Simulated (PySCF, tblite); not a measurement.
# C₅H₁₄B₂: geometry, infrared bands and NMR shifts

Wanted: the infrared bands and NMR shifts of C₅H₁₄B₂ (`BBCCCCC`), by calculation.

Programs: tblite 0.8.0 and PySCF 2.14.0, with density-fitted response routines of our own. Each step states its level of theory. These are calculated values for one molecule in the gas phase, unless marked as measured. Atoms count from 0, in the outputs and in this text.

## 1. Starting geometry

21 atoms, charge 0, multiplicity 1; geometry from: force field or distance geometry start.

Bonds of the start (Å): B0–B1 1.67, B1–C2 1.58, C2–C3 1.53, C3–C4 1.53, C4–C5 1.54, C5–C6 1.52, B0–H7 1.19, B0–H8 1.18, B1–H9 1.19, C2–H10 1.12, C2–H11 1.11, C3–H12 1.10, C3–H13 1.12, C4–H14 1.12, C4–H15 1.12, C5–H16 1.11, C5–H17 1.12, C6–H18 1.10, C6–H19 1.12, C6–H20 1.11.

## 2. Optimising the geometry with GFN2-xTB

What the job is given:

```
{"job": {"kind": "relax", "xc": "GFN2-xTB", "basis": "xTB"}, "charge": 0, "multiplicity": 1}
B      4.296200     0.627000     0.080200
B      2.871100    -0.235000     0.062400
C      1.478100     0.509900     0.098900
C      0.301300    -0.472400     0.074100
C     -1.044500     0.253400     0.112700
C     -2.217500    -0.737100     0.089800
C     -3.552600    -0.005200     0.111100
H      4.262300     1.815100     0.109200
H      5.331200     0.064800     0.064900
H      2.922900    -1.421500     0.052700
H      1.405400     1.174200    -0.796200
H      1.415300     1.136800     1.013700
H      0.354800    -1.106700    -0.824400
H      0.374900    -1.145000     0.970400
H     -1.118100     0.928100    -0.782300
H     -1.106900     0.884500     1.033700
H     -2.159500    -1.362400    -0.819600
H     -2.151200    -1.407200     0.981100
H     -3.652900     0.648600    -0.771800
H     -3.636500     0.611000     1.040200
H     -4.382600    -0.743800     0.109300
```

Run with:

```sh
OMP_NUM_THREADS=1 python probes_run.py task.json out
```

This one command runs all jobs of the session in turn.

Output:

```text
step      E/eV     max force
  0    -551.13270    0.913
  1    -551.21567    0.536
  2    -551.26677    0.348
  3    -551.27802    0.268
  4    -551.28529    0.216
  5    -551.29084    0.210
  6    -551.29766    0.199
  7    -551.30134    0.150
  8    -551.30352    0.106
  9    -551.30498    0.074
 10    -551.30620    0.078
 11    -551.30700    0.080
 12    -551.30754    0.074
 13    -551.30808    0.064
 14    -551.30867    0.063
 15    -551.30923    0.067
 16    -551.30968    0.071
 17    -551.31004    0.061
 18    -551.31038    0.051
 19    -551.31070    0.040
 20    -551.31096    0.032
 21    -551.31115    0.028
 22    -551.31129    0.030
 23    -551.31141    0.025
 24    -551.31152    0.022
 25    -551.31162    0.027
 26    -551.31172    0.034
 27    -551.31182    0.034
 28    -551.31194    0.029
 29    -551.31206    0.022
 30    -551.31220    0.024
 31    -551.31237    0.031
 32    -551.31258    0.040
 33    -551.31286    0.046
 34    -551.31322    0.049
 35    -551.31359    0.047
 36    -551.31392    0.037
 37    -551.31421    0.046
 38    -551.31448    0.035
 39    -551.31473    0.033
 40    -551.31497    0.038
 41    -551.31530    0.062
 42    -551.31580    0.090
 43    -551.31658    0.098
 44    -551.31760    0.101
 45    -551.31872    0.089
 46    -551.31987    0.082
 47    -551.32121    0.100
 48    -551.32310    0.138
 49    -551.32572    0.179
 50    -551.32772    0.236
 51    -551.33367    0.242
 52    -551.34406    0.244
 53    -551.36257    0.396
 54    -551.39088    0.516
 55    -551.41733    0.534
 56    -551.46790    0.529
 57    -551.49947    0.778
 58    -551.55355    0.647
 59    -551.59310    0.458
 60    -551.61955    0.484
 61    -551.62927    0.292
 62    -551.64016    0.196
 63    -551.64596    0.223
 64    -551.65204    0.199
 65    -551.65787    0.172
 66    -551.66203    0.170
 67    -551.66442    0.091
 68    -551.66570    0.085
 69    -551.66688    0.079
 70    -551.66846    0.102
 71    -551.66971    0.081
 72    -551.67062    0.058
 73    -551.67141    0.085
 74    -551.67243    0.094
 75    -551.67370    0.075
 76    -551.67502    0.092
 77    -551.67610    0.083
 78    -551.67695    0.093
 79    -551.67776    0.088
 80    -551.67850    0.063
 81    -551.67902    0.055
 82    -551.67933    0.043
 83    -551.67955    0.035
 84    -551.67976    0.038
 85    -551.68000    0.042
 86    -551.68023    0.043
 87    -551.68046    0.047
 88    -551.68071    0.052
 89    -551.68097    0.054
 90    -551.68121    0.045
 91    -551.68143    0.032
 92    -551.68167    0.034
 93    -551.68198    0.035
 94    -551.68236    0.049
 95    -551.68268    0.044
 96    -551.68291    0.035
 97    -551.68308    0.028
 98    -551.68328    0.029
 99    -551.68354    0.035
100    -551.68378    0.031
101    -551.68390    0.024
102    -551.68399    0.022
103    -551.68409    0.027
104    -551.68423    0.034
105    -551.68438    0.034
106    -551.68451    0.028
107    -551.68464    0.024
108    -551.68476    0.020
109    -551.68487    0.020
110    -551.68495    0.019
111    -551.68501    0.017
112    -551.68511    0.021
113    -551.68525    0.028
114    -551.68541    0.027
115    -551.68554    0.030
116    -551.68565    0.028
117    -551.68577    0.024
118    -551.68594    0.029
119    -551.68611    0.027
120    -551.68622    0.022
121    -551.68630    0.020
122    -551.68637    0.016
123    -551.68642    0.012
124    -551.68646    0.011
125    -551.68649    0.011
126    -551.68651    0.010
```

Run time: 1.2 s. Hardware: 1 thread of Arm Neoverse N1, shared host; peak memory 0.18 GiB.

Along the way: (not every step is listed)

| step | energy from step 0 (eV) | largest force (eV/Å) |
| --- | --- | --- |
| 0 | 0.0000 | 0.9127 |
| 1 | -0.0830 | 0.5357 |
| 2 | -0.1341 | 0.3481 |
| 3 | -0.1453 | 0.2679 |
| 4 | -0.1526 | 0.2158 |
| 5 | -0.1581 | 0.2100 |
| 6 | -0.1650 | 0.1992 |
| 7 | -0.1686 | 0.1499 |
| 8 | -0.1708 | 0.1057 |
| 19 | -0.1780 | 0.0397 |
| 30 | -0.1795 | 0.0241 |
| 41 | -0.1826 | 0.0621 |
| 52 | -0.2114 | 0.2444 |
| 63 | -0.5133 | 0.2226 |
| 74 | -0.5397 | 0.0936 |
| 85 | -0.5473 | 0.0418 |
| 96 | -0.5502 | 0.0347 |
| 107 | -0.5519 | 0.0242 |
| 118 | -0.5532 | 0.0286 |
| 121 | -0.5536 | 0.0202 |
| 122 | -0.5537 | 0.0158 |
| 123 | -0.5537 | 0.0124 |
| 124 | -0.5538 | 0.0107 |
| 125 | -0.5538 | 0.0114 |
| 126 | -0.5538 | 0.0099 |

Close pairs (by a distance rule), those that changed most:

| bond | before (Å) | after (Å) | change (Å) |
| --- | --- | --- | --- |
| B0–B1 | 1.666 | 1.623 | -0.043 |
| C3–H13 | 1.123 | 1.092 | -0.031 |
| C4–H14 | 1.123 | 1.093 | -0.030 |
| C6–H19 | 1.118 | 1.088 | -0.030 |
| C4–H15 | 1.118 | 1.093 | -0.025 |
| C5–H17 | 1.117 | 1.093 | -0.025 |
| C2–H10 | 1.117 | 1.094 | -0.024 |
| C6–H20 | 1.111 | 1.088 | -0.023 |

The end geometry stands in the next job.

## 3. Vibrational analysis with GFN2-xTB

What the job is given:

```
{"job": {"kind": "ir", "xc": "GFN2-xTB", "basis": "xTB"}, "charge": 0, "multiplicity": 1}
B      4.299483     0.629136    -0.016127
B      2.919867    -0.168435     0.290506
C      1.476685     0.474388     0.129668
C      0.294632    -0.498887     0.108132
C     -1.048199     0.227750     0.053030
C     -2.230604    -0.738418     0.045188
C     -3.564881    -0.003168     0.084683
H      4.857281     1.276009     0.789655
H      4.839479     0.584097    -1.057514
H      2.937319    -1.278974     0.685697
H      1.415048     1.119628    -0.751031
H      1.349390     1.148644     0.985227
H      0.383272    -1.156605    -0.759766
H      0.322844    -1.126612     1.001544
H     -1.087291     0.853334    -0.842763
H     -1.134198     0.888938     0.919582
H     -2.183137    -1.361390    -0.851059
H     -2.158238    -1.401524     0.910467
H     -3.663200     0.656490    -0.774773
H     -3.640794     0.600148     0.987317
H     -4.393676    -0.707605     0.072230
```

Output:

```text
mode    cm-1     km/mol
  1      32.2      0.30
  2      61.1      0.01
  3      93.5      0.10
  4     104.2      0.48
  5     128.1      0.03
  6     187.5      0.06
  7     233.7      0.00
  8     269.7      0.23
  9     299.1      0.15
 10     376.2      0.92
 11     438.2      0.32
 12     447.4      0.20
 13     605.9      3.07
 14     711.8     57.60
 15     769.5     32.61
 16     790.6     38.64
 17     836.1     43.22
 18     856.9     38.74
 19     927.4     17.34
 20     941.6      4.61
 21     970.4      7.97
 22    1011.3      8.52
 23    1033.9     11.42
 24    1077.3      2.23
 25    1095.7      0.40
 26    1112.0      0.98
 27    1132.8     10.80
 28    1174.3      7.42
 29    1207.1      0.69
 30    1233.9      3.03
 31    1256.5      1.06
 32    1286.2      0.39
 33    1287.2      0.43
 34    1302.0      2.84
 35    1349.8      1.09
 36    1375.6      1.57
 37    1416.6      0.63
 38    1460.4      7.34
 39    1496.8      0.15
 40    1499.4      0.08
 41    1502.3      0.13
 42    1505.8      2.34
 43    1508.6      1.24
 44    2558.8    117.71
 45    2604.3     99.15
 46    2615.3    127.24
 47    2917.0     28.01
 48    2949.9      3.59
 49    2958.8     12.43
 50    2964.3      0.76
 51    2969.1     18.08
 52    2973.1    155.63
 53    2977.5     12.80
 54    2985.2    120.78
 55    3026.3     63.45
 56    3030.3     63.45
 57    3035.8     35.76
```

Run time: 1 s. Hardware: 1 thread of Arm Neoverse N1, shared host; peak memory 0.18 GiB.

Which atoms move in the most intense modes:

| cm⁻¹ | km/mol | atoms |
| --- | --- | --- |
| 712 | 57.6 | B0 29 %, H7 22 %, H8 21 %, H9 11 % |
| 2559 | 117.7 | H9 92 % |
| 2604 | 99.2 | H7 62 %, H8 32 % |
| 2615 | 127.2 | H8 60 %, H7 30 %, B0 11 % |
| 2973 | 155.6 | H12 39 %, H17 17 %, H14 13 % |
| 2985 | 120.8 | H13 29 %, H12 19 %, H17 19 %, H16 17 % |
| 3026 | 63.5 | H19 78 % |
| 3030 | 63.5 | H20 52 %, H18 37 % |

## 4. NMR shieldings: PBE0/pcSseg-1

The job, as its differences from that of step 3:

```diff
@@ -1,2 +1,2 @@
-{"job": {"kind": "ir", "xc": "GFN2-xTB", "basis": "xTB"}, "charge": 0, "multiplicity": 1}
+{"job": {"kind": "nmr", "xc": "PBE0", "basis": "pcSseg-1"}, "charge": 0, "multiplicity": 1}
 B      4.299483     0.629136    -0.016127
```

Method: GIAO PBE0/pcSseg-1 NMR shielding, non-relativistic, gas phase.

Output:

```text
coarse grid: 16288 points
cycle   1  E = -248.1530684370  dE =  3.224e-01  |g| = 4.309e-01  |ddm| = 3.797e+00
cycle   2  E = -248.1497827993  dE =  3.286e-03  |g| = 4.644e-01  |ddm| = 8.362e-01
cycle   3  E = -248.2080878787  dE = -5.831e-02  |g| = 3.637e-02  |ddm| = 4.434e-01
cycle   4  E = -248.2084176253  dE = -3.297e-04  |g| = 1.579e-02  |ddm| = 6.098e-02
cycle   5  E = -248.2084911771  dE = -7.355e-05  |g| = 4.175e-03  |ddm| = 1.895e-02
cycle   6  E = -248.2084952360  dE = -4.059e-06  |g| = 9.692e-04  |ddm| = 3.827e-03
final grid: 153664 points
cycle   7  E = -248.2489544819  dE = -5.216e-05  |g| = 9.224e-03  |ddm| = 3.102e-02
cycle   8  E = -248.2489494539  dE =  5.028e-06  |g| = 1.029e-02  |ddm| = 1.701e-02
cycle   9  E = -248.2489775233  dE = -2.807e-05  |g| = 5.498e-04  |ddm| = 9.031e-03
cycle  10  E = -248.2489776158  dE = -9.254e-08  |g| = 1.302e-04  |ddm| = 7.945e-04
cycle  11  E = -248.2489776202  dE = -4.398e-09  |g| = 5.182e-05  |ddm| = 1.580e-04
cycle  12  E = -248.2489776209  dE = -6.590e-10  |g| = 8.646e-06  |ddm| = 4.668e-05
converged SCF energy = -248.2489776209

GIAO shielding tensors (ppm)
atom      isotropic    diamagn.    paramagn.     s11        s22        s33       span
  0 B       -5.204     196.278    -201.482   -134.780    -17.998    137.166    271.946
  1 B       -7.310     189.439    -196.749   -114.140    -21.090    113.300    227.440
  2 C      154.342     251.016     -96.673    123.197    162.043    177.786     54.590
  3 C      150.848     250.528     -99.680    125.386    153.320    173.839     48.452
  4 C      145.312     250.694    -105.382    122.393    142.007    171.536     49.143
  5 C      158.373     246.959     -88.586    146.310    156.763    172.046     25.736
  6 C      169.470     244.264     -74.794    157.759    163.166    187.485     29.726
  7 H       21.712      28.565      -6.853      9.148     25.886     30.101     20.953
  8 H       21.697      28.669      -6.972      9.136     25.784     30.171     21.034
  9 H       21.976      29.028      -7.051     10.267     26.888     28.774     18.507
 10 H       29.564      32.897      -3.333     25.351     28.595     34.747      9.396
 11 H       30.483      32.435      -1.952     25.537     29.466     36.445     10.908
 12 H       30.130      34.386      -4.257     25.913     30.117     34.359      8.446
 13 H       30.078      34.491      -4.413     25.912     29.590     34.732      8.820
 14 H       30.446      34.603      -4.158     26.334     31.152     33.851      7.517
 15 H       30.562      34.757      -4.195     26.506     31.483     33.698      7.192
 16 H       30.335      31.760      -1.425     25.637     30.172     35.195      9.558
 17 H       30.388      31.796      -1.408     25.542     30.510     35.112      9.570
 18 H       30.751      28.561       2.190     26.678     29.000     36.575      9.896
 19 H       30.756      28.566       2.190     26.720     29.027     36.522      9.801
 20 H       30.438      26.098       4.340     25.813     27.687     37.812     11.999
```

Wall time 47 s (1 thread of Arm Neoverse N1, shared host); peak memory 0.78 GiB.

The references, computed at this level on geometries of the same kind, shield at (ppm): 1H TMS 31.72, 13C TMS 186.9, 11B BF3·OEt2 100.1. Their shielding less the atom's gives the shift. The references are single molecules in the gas phase. Atoms listed in one row are averaged.

| atoms | environment | σ (ppm) | δ (ppm) | δ scaled to CDCl3 |
| --- | --- | --- | --- | --- |
| C4 | sp3 CH2 | 145.3 | 41.6 | 38.7 |
| C3 | sp3 CH2 | 150.8 | 36.1 | 33.3 |
| C2 | sp3 CH2 bonded to B | 154.3 | 32.6 | 29.9 |
| C5 | sp3 CH2 | 158.4 | 28.6 | 26.0 |
| C6 | methyl carbon | 169.5 | 17.5 | 15.1 |
| H7, H8 | hydrogen on a boron bonded to B | 21.70 | 10.01 | – |
| H9 | hydrogen on a boron bonded to C, B | 21.98 | 9.74 | – |
| H10, H11 | hydrogen on an sp3 CH2 bonded to B | 30.02 | 1.69 | 1.70 |
| H12, H13 | hydrogen on an sp3 CH2 | 30.10 | 1.61 | 1.63 |
| H16, H17 | hydrogen on an sp3 CH2 | 30.36 | 1.36 | 1.38 |
| H14, H15 | hydrogen on an sp3 CH2 | 30.50 | 1.21 | 1.25 |
| H18, H19, H20 | hydrogen on a methyl carbon | 30.65 | 1.07 | 1.11 |
| B1 | boron bonded to C, B, H | -7.3 | 107.4 | – |
| B0 | boron bonded to B, 2 H | -5.2 | 105.3 | – |

The scaled column applies a straight-line fit of computed shieldings to shifts measured in CDCl3 (root-mean-square error 0.16 ppm for H, 1.9 ppm for C).

The run also stored atomic charges by several schemes (e):

| atoms | Mulliken | IAO | Hirshfeld | ESP fit |
| --- | --- | --- | --- | --- |
| B0 | -0.05 | -0.08 | 0.09 | 0.17 |
| B1 | 0.15 | 0.05 | 0.11 | 0.12 |
| C2 | -0.45 | -0.38 | -0.13 | 0.04 |
| C3 | -0.24 | -0.24 | -0.07 | 0.00 |
| C4 | -0.24 | -0.25 | -0.07 | -0.02 |
| C5 | -0.27 | -0.25 | -0.07 | 0.24 |
| C6 | -0.26 | -0.42 | -0.12 | -0.31 |

Mayer bond orders: B0–B1 1.09, B1–C2 0.97, C2–C3 1.04, C3–C4 1.04, C4–C5 1.04, C5–C6 1.07.

## 5. Results

| quantity | value |
| --- | --- |
| strongest single infrared mode (GFN2-xTB) | 2973 cm⁻¹, 156 km/mol |
| zero-point energy (GFN2-xTB) | 112.9 kcal/mol |
| 13C shifts against TMS (PBE0/pcSseg-1) | 41.6, 36.1, 32.6, 28.6, 17.5 ppm |
| 1H shifts against TMS (PBE0/pcSseg-1, means over atoms taken as alike) | 10.01, 9.74, 1.69, 1.61, 1.36, 1.21, 1.07 ppm |
| 11B shifts against BF3·OEt2 (PBE0/pcSseg-1) | 107.4, 105.3 ppm |

In words: The optimisation took 126 steps and gained 0.554 eV; among the close pairs (by a distance rule), B0–B1 changed most, from 1.666 to 1.623 Å. All 57 modes are real, so the xTB geometry is a minimum. The strongest single mode, at 2973 cm⁻¹, is spread over several atoms, H12, H17, H14 among them. GFN2-xTB is a fitted tight-binding method: band positions and strengths are rough. Its intensities can rank the bands wrongly. At PBE0/pcSseg-1: The widest tensor belongs to B0: span 272 ppm, with a paramagnetic part of -201 ppm.
